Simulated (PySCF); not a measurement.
# C4H9NSTi (Ti(NCS)Me3): the cost of one run

The runs use PySCF 2.14.0, with density-fitted response routines of our own; the level of theory stands in each step. All values are computed, except where a source is named. Atoms are numbered from 0 throughout.

**1. Starting geometry**

16 atoms, charge 0, multiplicity 1; geometry from: GFN2-xTB. The atoms were then displaced at random by about 0.03 Å, so the start is not that level's minimum.

Bonds of the start (Å): Ti0–N1 1.90, Ti0–C4 2.02, Ti0–C8 2.15, Ti0–C12 2.07, N1–C2 1.17, C2–S3 1.59, C4–H5 1.07, C4–H6 1.13, C4–H7 1.16, C8–H9 1.13, C8–H10 1.06, C8–H11 1.07, C12–H13 1.09, C12–H14 1.20, C12–H15 1.05.

**2. Relaxing the molecule at PBE0-D3(BJ)/def2-SVP**

What the job is given:

```
{"job": {"xc": "PBE0", "basis": "def2-SVP", "d3": "d3bj", "grid": 1, "maxiter": 40, "shake": 0.03, "kind": "geom"}, "charge": 0, "multiplicity": 1}
Ti     0.061930    -0.073670     0.111700
N     -0.013460    -0.005940     2.004400
C     -0.065050    -0.012330     3.174230
S      0.085400    -0.014370     4.757570
C      1.886680    -0.018630    -0.761220
H      1.862150    -0.113350    -1.829960
H      2.525050    -0.824500    -0.302530
H      2.459810     0.965410    -0.525110
C     -0.951320     1.658840    -0.672060
H     -0.838770     1.675300    -1.794580
H     -0.558610     2.566020    -0.285080
H     -2.006600     1.622920    -0.482860
C     -1.030650    -1.608560    -0.753380
H     -2.017820    -1.724320    -0.301020
H     -0.412540    -2.595800    -0.474670
H     -1.020560    -1.530970    -1.799010
```

On the command line:

```bash
> OMP_NUM_THREADS=1 python probes_run.py task.json out
```

This one command runs all jobs of the session in turn.

**Question.** How long does this first job take on 1 thread of Arm Neoverse V1, shared host, and how much memory does it need?

About 2 min, with a peak of 0.68 GiB.
